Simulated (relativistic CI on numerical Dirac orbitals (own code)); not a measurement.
# Au IX (Au⁸⁺): levels and lines

The task is the spectrum of Au⁸⁺: levels, purity of their labels, lifetimes and lines; runs with one setting changed show what the result hangs on.

The numbers are computed with relativistic CI on numerical Dirac orbitals (own code) version 4 (Dirac-Coulomb-Breit CI, KLI orbitals optimised for each configuration, model QED (radiative potential, 1s self-energy scaled to tabulated hydrogen-like ionisation energies)), except any that are marked as measured or tabulated.

## Step 1: Starting point

```
ion                       : Au⁸⁺ (Au IX)
nuclear charge            : 79
electrons                 : 71
isotope                   : A = 197
first configuration typed : [Xe] 4f14 5d3
```

The outer shells:

first configuration typed
```
[Xe] core
4f [↑↓][↑↓][↑↓][↑↓][↑↓][↑↓][↑↓]
5d [↑ ][↑ ][↑ ][  ][  ]
```

## Step 2: CI with the chosen configurations

Input settings:

```ini
atom Au  Z=79  charge=8  electrons=71
nucleus A=197  rms_radius_fm=5.4371
hamiltonian dirac-coulomb  breit=on  qed=on  c_scale=1
orbitals kli  potential=per-configuration
slater_scale 1
correlation none
mixing on
configurations
  [Xe] 4f14 5d3
  [Xe] 4f14 5d2 6s
  [Xe] 4f14 5d2 5f
  [Kr] 4d10 4f14 5s2 5p5 5d4
  [Xe] 4f14 5d2 6p
  [Xe] 4f14 5d 6s 6p
  [Xe] 4f14 5d2 5g
  [Xe] 4f14 5d 5f 6s
  [Xe] 4f14 5d2 6d
  [Kr] 4d10 4f14 5s 5p6 5d4
  [Xe] 4f14 5d2 7s
  [Xe] 4f14 5d 6s2
  [Xe] 4f14 5f 6s2
  [Xe] 4f14 6s2 6p
  [Xe] 4f14 5g 6s2
  [Xe] 4f14 6s2 6d
  [Xe] 4f14 5d 5f2
  [Xe] 4f14 5f2 6s
  [Xe] 4f14 5f3
  [Xe] 4f14 5f2 6p
  [Xe] 4f14 5f2 5g
  [Xe] 4f14 5f2 6d
  [Xe] 4f14 5d 6p2
  [Xe] 4f14 6s 6p2
  [Xe] 4f14 5f 6p2
  [Xe] 4f14 6p3
  [Xe] 4f14 5g 6p2
  [Xe] 4f14 6p2 6d
  [Xe] 4f14 5d 5f 6p
  [Xe] 4f14 5f 6s 6p
  [Xe] 4f14 5f 5g 6p
  [Xe] 4f14 5f 6p 6d
end
```

Command:

```
$ python run_levels.py task.json out
```

The settings of every run stand in task.json; they run in order.

## Step 3: Correlation estimate p86

Changes to the settings of step 2:

```diff
@@ -5,3 +5,3 @@
 slater_scale 1
-correlation none
+correlation p86
 mixing on
```

## Step 4: Without configuration mixing

Changes to the settings of step 3:

```diff
@@ -5,4 +5,4 @@
 slater_scale 1
-correlation p86
-mixing on
+correlation none
+mixing off
 configurations
```

## Step 5: One common potential

Changes to the settings of step 4:

```diff
@@ -3,6 +3,6 @@
 hamiltonian dirac-coulomb  breit=on  qed=on  c_scale=1
-orbitals kli  potential=per-configuration
+orbitals kli  potential=mean
 slater_scale 1
 correlation none
-mixing off
+mixing on
 configurations
```

(Steps that only read results are left out.)

Q: Predict the outcome of this session. Wanted: lowest level; first excitation; lowest level of the other parity; fastest E1 line; ionisation energy.

The runs gave:

| run | time | mean size of shift, levels followed (cm⁻¹) | lowest level | ionisation energy (eV) |
| --- | --- | --- | --- | --- |
| main run | 4 s | 0 | 5d3 4F3/2 | 129.90 |
| correlation estimate p86 | 4 s | 6.8 | 5d3 4F3/2 | 131.37 |
| without configuration mixing | 4 s | 852 | 5d3 4F3/2 | - |
| one common potential | 1.3 s | 126 | 5d3 4F3/2 | - |

The tabulated theoretical ionisation energy (NIST) is 130.1 eV.

| quantity | value |
| --- | --- |
| lowest level | 5d3 4F3/2 |
| first excitation | 5d3 4F5/2, 11510.1 cm⁻¹ |
| lowest level of the other parity | 5d2 6p [5d3/2^2 6p1/2] J=5/2°, 322023 cm⁻¹ |
| levels in the model | 1694 |
| fastest E1 line (by rate) to the lowest level among the lowest 200 of 1694 levels | 19.86 nm, from 5p5 5d4 2P°1/2 + 6F° (ii) |
| ionisation energy | 129.90 eV |
| ionisation energy, tabulated theoretical (NIST) | 130.1 eV |

5d3 4F3/2 comes out lowest; its LS label holds 76 % and its jj label 80 %; over the low levels the means are 71 and 79 %, so jj coupling describes them better. The ionisation energy agrees with the tabulated theoretical value within its uncertainty of 2.2 eV. The largest mover is «without configuration mixing» (852 cm⁻¹ on average). Lifetimes count radiative decay inside the model alone.
